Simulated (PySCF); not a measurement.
# C2H7FOSi2: the cost of one run

Computed with PySCF 2.14.0, with density-fitted response routines of our own, on a single molecule in the gas phase. Atoms count from 0, in the outputs and in this text.

### Step 1. The molecule as given

13 atoms, charge 0, multiplicity 1; geometry from: GFN2-xTB. The atoms were then displaced at random by about 0.01 Å, so the start is not that level's minimum.

Bonds of the start (Å): O0–Si1 1.65, Si1–C2 1.93, C2–Si3 1.89, Si3–F4 1.62, Si3–C5 1.87, C5–Si1 1.92, O0–H6 0.93, Si1–H7 1.49, C2–H8 1.08, C2–H9 1.07, Si3–H10 1.49, C5–H11 1.09, C5–H12 1.08.

### Step 2. Geometry optimisation at PBE0-D3(BJ)/def2-SVP

The job: settings as JSON, then the geometry in Å.

```
{"job": {"xc": "PBE0", "basis": "def2-SVP", "d3": "d3bj", "grid": 1, "shake": 0.01, "kind": "geom"}, "charge": 0, "multiplicity": 1}
O      1.466980    -1.384640    -1.297590
Si     1.030600     0.013970    -0.536900
C     -0.755010     0.478460    -1.092150
Si    -1.345940     0.283820     0.695430
F     -1.777620     1.719190     1.312190
C      0.369810    -0.220640     1.248750
H      2.222770    -1.864430    -1.042450
H      2.108120     1.027380    -0.671180
H     -0.845350     1.488080    -1.467870
H     -1.168330    -0.204080    -1.799020
H     -2.539790    -0.553370     1.008520
H      0.813790     0.428840     2.008710
H      0.425800    -1.229470     1.623260
```

Launch:

```bash
$ OMP_NUM_THREADS=1 python probes_run.py task.json out
```

This one command runs all jobs of the session in turn.

Q: Estimate the wall time and peak memory of this first job on 1 thread of Arm Neoverse V2, shared host.

About 37 s, with a peak of 0.51 GiB.
